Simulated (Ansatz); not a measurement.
**CH2Se (methaneselone) at CAM-B3LYP/def2-TZVPP**

What is the energy change on altering one bond length of CH2Se (methaneselone) at CAM-B3LYP/def2-TZVPP? 

The results are computed with Ansatz 0.2.0.

47 further runs of the same task are left out: 47 set aside as unsound or not needed.

## (1) Starting point

CH2Se: 4 atoms, total charge 0, spin state singlet. As SMILES, `C=[Se]`. Geometry: relaxed at PBE0-D4/def2-TZVP.

Bond lengths: C1–Se2 1.741 Å, C1–H3 1.087 Å, C1–H4 1.087 Å. Angles: Se2–C1–H3 121.8°, Se2–C1–H4 121.8°, H3–C1–H4 116.4°.

## (2) The energy at CAM-B3LYP/def2-TZVPP

File in.yaml:

```yaml
crystal:
  periodic: [false, false, false]
  atoms:
    - symbol: C
      position_ang: [-0.129440, -0.027430, -0.068180]
    - symbol: Se
      position_ang: [1.384110, 0.293380, 0.729180]
    - symbol: H
      position_ang: [-0.586530, -1.013730, -0.053570]
    - symbol: H
      position_ang: [-0.668140, 0.747780, -0.607410]
basis:
  gaussian: {orbitals: def2-TZVPP}
hamiltonian: {xc: {name: CAM-B3LYP}}
accuracy: high
output: {orbitals: {seedname: orbitals}}
```

The run is started by

```bash
$ ansatz run in.yaml --threads 1 --pin off --max-ram 3480MiB --events-out events.jsonl --progress --plain --runs-dir runs
```

Log:

```text
Warning: RAYON_NUM_THREADS=1 ignored (pool sized by the plan → 1); use --threads N
Functional definition: CAM-B3LYP
  name "CAM-B3LYP"
  parameter alpha = 0.19
  parameter beta = 0.46
  parameter omega = 0.33/bohr
  parameter ac = 0.81
  exchange = (1 - alpha - beta)*b88_x + beta*b88_x_sr(omega) + alpha*exact_x + beta*exact_x_lr(omega)
  correlation = (1 - ac)*vwn5_c + ac*lyp_c
1649 factors; integrals over basis functions are off by at most 4.4e-9 eV
303 factors; integrals over basis functions are off by at most 2.1e-9 eV
mean field evaluation 1: about -66418.6670 eV, gradient 3.3e1 eV
mean field evaluation 2: about -66416.1806 eV, gradient 4.4e1 eV
mean field evaluation 4: about -66421.0949 eV, gradient 1.4e0 eV
mean field evaluation 8: about -66421.1358 eV, gradient 6.9e-2 eV
mean field evaluation 16: about -66421.1358 eV, gradient 2.0e-5 eV
mean field -66421.13580122 eV, -2440.9317188321 hartree, gradient 5.0e-8 eV, S^2 0.000000; 0 other end points of the search recorded, 0 dependent functions left out
reference -66421.13581545 eV, -2440.9317193548 hartree; 21, 21 occupied and 86, 86 virtual orbitals, 1649 factors
Total energy: -66421.13581545 eV, -2440.9317193548 hartree
```

It took 6.3 s on 1 thread of Arm Neoverse V2, shared host; peak memory 0.31 GiB.

## (3) The distorted shape at the same level

File run.yaml:

```yaml
crystal:
  periodic: [false, false, false]
  atoms:
    - {symbol: C, position_ang: [-0.060894, 0.120477, -0.070371]}
    - {symbol: Se, position_ang: [1.452656, 0.441287, 0.726989]}
    - {symbol: H, position_ang: [-0.586530, -1.013730, -0.053570]}
    - {symbol: H, position_ang: [-0.599594, 0.895687, -0.609601]}
basis:
  gaussian: {orbitals: def2-TZVPP}
output: {orbitals: {seedname: orbitals}}
hamiltonian: {xc: {name: CAM-B3LYP}}
accuracy: high
```

The run is started by

```bash
$ ansatz run run.yaml --threads 1 --pin off --max-ram 3480MiB --events-out events.jsonl --progress --plain --runs-dir runs
```

Log, cut to the lines that bear on the results:

```text
Warning: RAYON_NUM_THREADS=1 ignored (pool sized by the plan → 1); use --threads N
[... 8 set-up lines as earlier in the session ...]
1657 factors; integrals over basis functions are off by at most 4.3e-9 eV
306 factors; integrals over basis functions are off by at most 2.5e-9 eV
mean field evaluation 1: about -66418.9221 eV, gradient 2.9e1 eV
mean field evaluation 2: about -66417.0007 eV, gradient 3.8e1 eV
mean field evaluation 4: about -66420.7428 eV, gradient 1.2e0 eV
mean field evaluation 8: about -66420.7816 eV, gradient 5.2e-2 eV
mean field evaluation 16: about -66420.7816 eV, gradient 4.2e-5 eV
mean field -66420.78162369 eV, -2440.9187030477 hartree, gradient 3.0e-8 eV, S^2 0.000000; 0 other end points of the search recorded, 0 dependent functions left out
reference -66420.78163824 eV, -2440.9187035823 hartree; 21, 21 occupied and 86, 86 virtual orbitals, 1657 factors
Total energy: -66420.78163824 eV, -2440.9187035823 hartree
```

Run time: 6.3 s. Hardware: 1 thread of Arm Neoverse V2, shared host; peak memory 0.32 GiB.

## (4) What came out

At CAM-B3LYP/def2-TZVPP:

| quantity | value |
| --- | --- |
| first shape: total energy | -2440.93172 Eh |
| first shape: HOMO energy | -7.73 eV |
| first shape: LUMO energy | -1.64 eV |
| first shape: HOMO–LUMO gap | 6.09 eV |
| distorted shape: total energy | -2440.91870 Eh |
| distorted shape: HOMO energy | -7.73 eV |
| distorted shape: LUMO energy | -1.63 eV |
| distorted shape: HOMO–LUMO gap | 6.10 eV |
| energy change with the C1–H3 bond stretched from 1.087 to 1.250 Å | 0.354 eV |

With the C1–H3 bond stretched from 1.087 to 1.250 Å the energy rises by 0.35 eV (8.2 kcal/mol). The first shape isn't relaxed at this level, so the change isn't measured from a minimum.
